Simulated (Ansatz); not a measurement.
**SrCl2: a tetragonal deformation path and further scans**

One table from this session's results is given with a row withheld; the runs are named, their logs left out.

Computed with Ansatz 0.2.0 (DFT r2SCAN, scalar-relativistic, plane waves, PAW, unless a step's input says otherwise).

## Starting point

It takes space group Fm-3m (No. 225, cubic). Conventional cell: a = 6.971 Å, b = 6.971 Å, c = 6.971 Å, α = 90.00°, β = 90.00°, γ = 90.00°. Sr (site symmetry m-3m) is surrounded by 8 Cl at 3.02 Å. Around Cl (site symmetry -43m) lie 4 Sr at 3.02 Å.

Coordinates:

```
CELL_PARAMETERS angstrom
0.00000 3.48550 3.48550
3.48550 0.00000 3.48550
3.48550 3.48550 0.00000
ATOMIC_POSITIONS crystal
Sr 0.00000 0.00000 0.00000
Cl 0.25000 0.25000 0.25000
Cl 0.75000 0.75000 0.75000
```

No relaxation comes first: the listed cell is the starting point.

Set-up of the first run:

At fixed volume and fractional coordinates, lengths along (0.000, 0.000, 1.000) are scaled against those across it; ρ is that ratio over its starting value.

Contents of input.yaml:

```yaml
crystal:
  lattice:
    - [0.0, 3.9125384253, 2.7661646667]
    - [3.9125384253, 0.0, 2.7661646667]
    - [3.9125384253, 3.9125384253, 0.0]
  atoms:
    - { symbol: Sr, position: [0.0, 0.0, 0.0] }
    - { symbol: Cl, position: [0.25, 0.25, 0.25] }
    - { symbol: Cl, position: [0.75, 0.75, 0.75] }
basis:
  ecutwfc: 500
kpoints:
  mp_grid: { grid: [6, 6, 6] }
hamiltonian:
  xc: r2scan
scf:
  occupations: { method: gaussian, width: 0.05 }
output:
  forces: true
  stress: true
  eigenvalues: true
```

Steps of the session up to this table: ρ = 0.707; ρ = 1.414; Point ρ = 0.850; Point ρ = 1.200; At ρ = 0.780; Point ρ = 1.300.

One of the session's tables, all rows but one given; the rest of the session is left out.

The scan, with free energies counted from the undisturbed cell:

```
    ρ  ΔE (meV/atom)  pressure (GPa)  gap on the mesh (eV)
0.707          513.8             3.6                  1.93
0.780              ?               ?                     ?
0.850           93.5             0.8                  4.57
1.000            0.0             0.4                  5.98
1.200          108.3             0.6                  4.45
1.300          231.0             0.9                  3.50
1.414          421.1             1.3                  2.39
```

**Question.** Estimate the row for ρ = 0.780.

Worked estimate for «ΔE (meV/atom)». A straight line through the neighbours (0.707, 513.8) and (0.850, 93.5) gives 513.8 + (93.5 − 513.8) × (0.780 − 0.707) / (0.850 − 0.707) = 299.2; a parabola fitted to 3 rows on both sides gives 258.9.

The run gave: ΔE (meV/atom): 236.2; pressure (GPa): 1.7; gap on the mesh (eV): 3.47. In «ΔE (meV/atom)» the line misses by +63.0 and the parabola by +22.7.
